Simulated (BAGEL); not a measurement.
# singlet [SiF3]+: a chain of runs

We compute a single-point energy (singlet [SiF3]+, HF/STO-3G), then a single-point energy (doublet SiF3, CASSCF(3,3)/STO-3G) of F3Si. 

The results are computed with BAGEL 1.2.2.

### 1 Starting point

The species is [SiF3]+ (4 atoms), meant as a singlet with charge +1. As SMILES of the parent species, `F[Si](F)F`. All atoms were displaced at random from a relaxed shape. That shape belongs to the parent species and isn't relaxed for this state.

Bond lengths: F1–Si2 1.546 Å, Si2–F3 1.472 Å, Si2–F4 1.612 Å. Angles: F1–Si2–F3 107.7°, F1–Si2–F4 108.8°, F3–Si2–F4 106.3°.

### 2 The energy at HF/STO-3G (density fitting with svp-jkfit) (run 1)

Input file input.json:

```json
{ "bagel": [

{
  "title": "molecule",
  "basis": "sto-3g",
  "df_basis": "svp-jkfit",
  "angstrom": true,
  "geometry": [
    { "atom": "F", "xyz": [    0.751449,   -0.434648,    1.160151 ] },
    { "atom": "Si", "xyz": [   -0.301284,    0.202507,    0.224673 ] },
    { "atom": "F", "xyz": [   -0.857151,   -0.869424,   -0.617434 ] },
    { "atom": "F", "xyz": [    0.442139,    1.224224,   -0.776301 ] }
  ]
},
{
  "title": "hf",
  "charge": 1
},
{
  "title": "print",
  "file": "orbitals.molden",
  "orbitals": true
}

]}
```

Started as:

```console
$ BAGEL_NUM_THREADS=1 BAGEL input.json > input.out
```

Output:

```text
* using 1 threads per process

  ===============================================================
  ===============================================================

  *** Geometry ***

  { "atom" : "F", "xyz" : [      1.420033,     -0.821366,      2.192368 ] },
  { "atom" : "Si", "xyz" : [     -0.569344,      0.382683,      0.424570 ] },
  { "atom" : "F", "xyz" : [     -1.619781,     -1.642973,     -1.166781 ] },
  { "atom" : "F", "xyz" : [      0.835522,      2.313448,     -1.466996 ] },

  Number of auxiliary basis functions:      359

  Since a DF basis is specified, we compute 2- and 3-index integrals:
    o Being stored without compression. Storage requirement is 0.002 GB

  Number of basis functions:       24
  Number of electrons      :       41

    * METHOD: MOLECULE                             0.07

  *** RHF ***

  === Nuclear Repulsion ===
   181.4300077602

      * DIIS with orbital gradients will be used.

  === RHF iteration (sto-3g) ===
      0       -579.30734495          0.02661448           0.01
      1       -579.46063877          0.00870778           0.01
      2       -579.47294365          0.00134071           0.01
      3       -579.47368937          0.00036872           0.01
      4       -579.47373922          0.00012432           0.01
      5       -579.47374692          0.00004119           0.01
      6       -579.47374793          0.00001948           0.01
      7       -579.47374821          0.00000584           0.01
      8       -579.47374823          0.00000149           0.01
      9       -579.47374823          0.00000055           0.01
     10       -579.47374823          0.00000020           0.01
     11       -579.47374823          0.00000009           0.01
     12       -579.47374823          0.00000002           0.01
     13       -579.47374823          0.00000001           0.01
     14       -579.47374823          0.00000000           0.01
    * SCF iteration converged.

    * Permanent dipole moment:
           (    1.057362,    -0.615667,    -0.784988) a.u.

    * METHOD: HF                                   0.17

    * METHOD: PRINT                                0.00

  ===============================================================
```

Wall time 0.42 s (1 thread of Arm Neoverse V2, shared host); peak memory 0.14 GiB.

### 3 Doublet neutral SiF3: a single-point energy at CASSCF(3,3)/STO-3G (density fitting with svp-jkfit, 2 states averaged) (run 2)

Input file calc.json:

```json
{ "bagel": [

{
  "title": "molecule",
  "basis": "sto-3g",
  "df_basis": "svp-jkfit",
  "angstrom": true,
  "geometry": [
    { "atom": "F", "xyz": [       0.751449,      -0.434648,       1.160151 ] },
    { "atom": "Si", "xyz": [      -0.301284,       0.202507,       0.224673 ] },
    { "atom": "F", "xyz": [      -0.857151,      -0.869424,      -0.617434 ] },
    { "atom": "F", "xyz": [       0.442139,       1.224224,      -0.776301 ] }
  ]
},

{
  "title": "hf",
  "charge": 1
},

{
  "title": "casscf",
  "nstate": 2,
  "nact": 3,
  "nclosed": 19,
  "nspin": 1,
  "active": [11, 21, 22],
  "maxiter": 200,
  "natocc": true
},

{
  "title": "print",
  "file": "orbitals.molden",
  "orbitals": true
}

]}
```

Started as:

```console
$ BAGEL_NUM_THREADS=1 BAGEL calc.json > calc.out
```

Output:

```text
* using 1 threads per process

  ===============================================================
  ===============================================================

  *** Geometry ***

  { "atom" : "F", "xyz" : [      1.420033,     -0.821366,      2.192368 ] },
  { "atom" : "Si", "xyz" : [     -0.569344,      0.382683,      0.424570 ] },
  { "atom" : "F", "xyz" : [     -1.619781,     -1.642973,     -1.166781 ] },
  { "atom" : "F", "xyz" : [      0.835522,      2.313448,     -1.466996 ] },

  Number of auxiliary basis functions:      359

  Since a DF basis is specified, we compute 2- and 3-index integrals:
    o Being stored without compression. Storage requirement is 0.002 GB

  Number of basis functions:       24
  Number of electrons      :       41

    * METHOD: MOLECULE                             0.07

  *** RHF ***

  === Nuclear Repulsion ===
   181.4300077602

      * DIIS with orbital gradients will be used.

  === RHF iteration (sto-3g) ===
      0       -579.30734495          0.02661448           0.01
      1       -579.46063877          0.00870778           0.01
      2       -579.47294365          0.00134071           0.01
[... 11 lines of this table left out ...]
     14       -579.47374823          0.00000000           0.01
    * SCF iteration converged.

    * Permanent dipole moment:
           (    1.057362,    -0.615667,    -0.784988) a.u.

    * METHOD: HF                                   0.18

  ---------------------------
      CASSCF calculation
  ---------------------------

    ==== Active orbitals : =====
         Orbital 11
         Orbital 21
         Orbital 22
    ============================

    * nstate   :      2
    * nclosed  :     19
    * nact     :      3
    * nvirt    :      2
  === CASSCF iteration (sto-3g) ===

    * Using the second-order algorithm

      0  0      -579.69635784     2.15e-02      0.01
      0  1      -579.27660128     0.00e+00      0.01

[... 136 lines of this table left out ...]
     46  1      -579.49710714     0.00e+00      0.04

    * Second-order optimization converged. *

     guess   0:   closed 1..                  open .1.
     guess   1:   closed .1.                  open 1..

  === FCI iteration ===

      0  0      -579.67802582     2.62e-02      0.00
      0  1      -579.48325297     3.07e-02      0.00

[... 7 lines of this table left out ...]
      3  1 *    -579.49710714     8.91e-16      0.00

     * ci vector, state   0, <S^2> = 0.7500
       2a.     0.9835750813
       2.a    -0.1689970983
       a2.     0.0573149047

     * ci vector, state   1, <S^2> = 0.7500
       a2.    -0.9855656186
       aba    -0.1095424696
       a.2     0.0752168684
       aab    -0.0747489351
       2a.     0.0538364964

    * METHOD: CASSCF                               2.35

    * METHOD: PRINT                                0.00

  ===============================================================
```

Wall time 2.8 s (1 thread of Arm Neoverse V2, shared host); peak memory 0.14 GiB.

### 4 Outcome

```
                                                               quantity          value
                                         run 1, HF/STO-3G: total energy  -579.47375 Eh
                                          run 1, HF/STO-3G: HOMO energy      -20.56 eV
                                          run 1, HF/STO-3G: LUMO energy       -6.02 eV
                                        run 1, HF/STO-3G: HOMO–LUMO gap       14.54 eV
                  doublet neutral SiF3: energy of the lowest of 2 roots  -579.69142 Eh
doublet neutral SiF3: lowest excitation energy within this active space        5.29 eV
```

The orbitals (doublet neutral SiF3) are averaged over several states, so each root lies above its own optimum (it can stand above Hartree-Fock), and forces and dipoles share that bias. Excitation energies in a minimal basis are rough.
